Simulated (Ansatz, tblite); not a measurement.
# Cyclo-(Me2SiS)3 (C6H18S3Si3): one state, many levels

The task here is to estimate one member of a computed series from the others.

Program: Ansatz 0.2.0, Gaussian basis. Level of theory: as each input shows. These are calculated values, not measurements.

Levels to be run: GFN1-xTB, GFN2-xTB, PBE-D4/def2-TZVP, r2SCAN-D4/def2-TZVP, PBE-QIDH/def2-TZVP, B2PLYP/def2-TZVP, B3LYP-D4/def2-TZVP, PBE-D4/def2-SVP, PBE0-D4/def2-SVP, HF/6-31G, B3LYP-D4/6-31G, CCSD(T)/def2-SVP, MP2/def2-TZVP, RPA/def2-TZVP.

### The relaxed structure

The singlet was relaxed beforehand with PBE-D4/def2-SVP.

30 atoms, charge 0, spin multiplicity 1.

Bond lengths: Si1–C2 1.882 Å, Si1–C3 1.880 Å, Si1–S4 2.176 Å, Si1–S12 2.180 Å, C2–H13 1.110 Å, C2–H14 1.109 Å, C2–H15 1.107 Å, C3–H16 1.109 Å, C3–H17 1.108 Å, C3–H18 1.109 Å, S4–Si5 2.176 Å, Si5–C6 1.882 Å, Si5–C7 1.880 Å, Si5–S8 2.180 Å, C6–H19 1.108 Å, C6–H20 1.109 Å, C6–H21 1.110 Å, C7–H22 1.108 Å and more. Angles: C2–Si1–C3 111.7°, C2–Si1–S4 109.8°, C2–Si1–S12 112.2°, C3–Si1–S4 106.0°, C3–Si1–S12 105.0°, S4–Si1–S12 112.0°, Si1–C2–H13 109.0°, Si1–C2–H14 110.8°, Si1–C2–H15 110.4°, H13–C2–H14 108.9°, H13–C2–H15 108.2°, H14–C2–H15 109.5°, Si1–C3–H16 110.4°, Si1–C3–H17 110.8°, Si1–C3–H18 110.0°, H16–C3–H17 108.7°, H16–C3–H18 108.6°, H17–C3–H18 108.3° and more.

As a file:

```csv
atom,x (Å),y (Å),z (Å)
Si1,1.9822,-0.2026,0.4750
C2,1.6578,-0.2588,2.3279
C3,3.7577,-0.6671,0.0657
S4,1.7103,1.8274,-0.2587
Si5,-0.4171,1.8747,-0.7113
C6,-0.7073,1.2729,-2.4707
C7,-0.9537,3.6633,-0.4912
S8,-1.5856,0.7506,0.7465
Si9,-1.2391,-1.3236,0.1879
C10,-1.5170,-2.3204,1.7604
C11,-2.4215,-1.8863,-1.1646
S12,0.7571,-1.6363,-0.6194
H13,2.3756,0.4139,2.8409
H14,1.7877,-1.2883,2.7195
H15,0.6325,0.0954,2.5515
H16,3.9951,-1.6751,0.4625
H17,3.9212,-0.6685,-1.0299
H18,4.4555,0.0654,0.5210
H19,-0.3089,0.2475,-2.5989
H20,-1.7886,1.2836,-2.7174
H21,-0.1717,1.9426,-3.1746
H22,-0.8197,3.9877,0.5595
H23,-0.3433,4.3243,-1.1402
H24,-2.0209,3.7839,-0.7677
H25,-0.7935,-2.0385,2.5494
H26,-1.3995,-3.4023,1.5460
H27,-2.5424,-2.1468,2.1474
H28,-2.2307,-2.9488,-1.4218
H29,-2.3032,-1.2782,-2.0820
H30,-3.4691,-1.7914,-0.8125
```

PBE0-D4/def2-TZVP was run before; its log isn't repeated, and its numbers join the tables.

Set-up of the first run:

Tight binding, by tblite at 300 K electronic temperature and without a spin-polarisation term:

```python
tblite.interface.Calculator('GFN1-xTB', numbers, positions, charge=0, uhf=0).singlepoint()
```

Tight binding, by tblite at 300 K electronic temperature and without a spin-polarisation term:

```python
tblite.interface.Calculator('GFN2-xTB', numbers, positions, charge=0, uhf=0).singlepoint()
```

start.molden holds the orbitals of an earlier run on this state, given as this run's starting guess.

in.yaml reads:

```yaml
crystal:
  periodic: [false, false, false]
  atoms:
    - {symbol: Si, position_ang: [1.982245, -0.202584, 0.474992]}
    - {symbol: C, position_ang: [1.657761, -0.258843, 2.327856]}
    - {symbol: C, position_ang: [3.757703, -0.667057, 0.065718]}
    - {symbol: S, position_ang: [1.710283, 1.827358, -0.258651]}
    - {symbol: Si, position_ang: [-0.417088, 1.874685, -0.711319]}
    - {symbol: C, position_ang: [-0.707320, 1.272866, -2.470657]}
    - {symbol: C, position_ang: [-0.953652, 3.663288, -0.491164]}
    - {symbol: S, position_ang: [-1.585635, 0.750588, 0.746480]}
    - {symbol: Si, position_ang: [-1.239114, -1.323603, 0.187885]}
    - {symbol: C, position_ang: [-1.516964, -2.320382, 1.760384]}
    - {symbol: C, position_ang: [-2.421466, -1.886253, -1.164648]}
    - {symbol: S, position_ang: [0.757090, -1.636343, -0.619425]}
    - {symbol: H, position_ang: [2.375570, 0.413904, 2.840906]}
    - {symbol: H, position_ang: [1.787690, -1.288297, 2.719536]}
    - {symbol: H, position_ang: [0.632537, 0.095351, 2.551498]}
    - {symbol: H, position_ang: [3.995120, -1.675132, 0.462467]}
    - {symbol: H, position_ang: [3.921151, -0.668462, -1.029860]}
    - {symbol: H, position_ang: [4.455505, 0.065432, 0.521006]}
    - {symbol: H, position_ang: [-0.308873, 0.247493, -2.598877]}
    - {symbol: H, position_ang: [-1.788565, 1.283570, -2.717380]}
    - {symbol: H, position_ang: [-0.171673, 1.942640, -3.174616]}
    - {symbol: H, position_ang: [-0.819657, 3.987705, 0.559459]}
    - {symbol: H, position_ang: [-0.343350, 4.324340, -1.140212]}
    - {symbol: H, position_ang: [-2.020889, 3.783866, -0.767693]}
    - {symbol: H, position_ang: [-0.793530, -2.038509, 2.549356]}
    - {symbol: H, position_ang: [-1.399475, -3.402349, 1.545952]}
    - {symbol: H, position_ang: [-2.542426, -2.146807, 2.147390]}
    - {symbol: H, position_ang: [-2.230686, -2.948788, -1.421823]}
    - {symbol: H, position_ang: [-2.303242, -1.278219, -2.082020]}
    - {symbol: H, position_ang: [-3.469063, -1.791449, -0.812509]}
basis:
  gaussian: {orbitals: def2-TZVP, fitting: {mean_field: def2-universal-jkfit}, initial_orbitals: start.molden}
hamiltonian: {xc: pbe, dispersion: d4}
scf: {omitted_lower_state_checks: [starts]}
output: {forces: true, orbitals: {seedname: orbitals}}
```

Run with:

```bash
> ansatz run in.yaml --threads 2 --pin off --events-out ev --progress --plain --max-ram 20480MiB --backend cuda --devices 0, --max-vram 18GiB
```

Among the steps run: PBE-D4/def2-TZVP; r2SCAN-D4/def2-TZVP; PBE-QIDH/def2-TZVP; B2PLYP/def2-TZVP; B3LYP-D4/def2-TZVP; PBE-D4/def2-SVP; PBE0-D4/def2-SVP; HF/6-31G; B3LYP-D4/6-31G; CCSD(T)/def2-SVP; MP2/def2-TZVP; RPA/def2-TZVP.

One of the session's tables, all rows but one given; the rest of the session is left out.

It belongs to the step «Binding energy». 

```
             method  binding an atom (eV)
           HF/6-31G                 2.701
        HF/def2-SVP                 3.008
       HF/def2-TZVP                 2.992
    PBE-D4/def2-SVP                 4.054
   PBE-D4/def2-TZVP                 4.048
r2SCAN-D4/def2-TZVP                 4.010
     B3LYP-D4/6-31G                 3.774
 B3LYP-D4/def2-TZVP                 3.982
   PBE0-D4/def2-SVP                 4.020
  PBE0-D4/def2-TZVP                 4.013
       MP2/def2-SVP                 3.798
      MP2/def2-TZVP                 3.894
      CCSD/def2-SVP                 3.725
   CCSD(T)/def2-SVP                     ?
```

Q: Estimate the row for CCSD(T)/def2-SVP from the others.

**Answer.** binding an atom (eV): 3.766. In the column «binding an atom (eV)» it lies between CCSD/def2-SVP (3.725) and B3LYP-D4/6-31G (3.774).

Caveats from the session: Free atoms were run apart at each level; binding is atoms less cluster, divided by the number of atoms, without zero-point or spin-orbit terms.
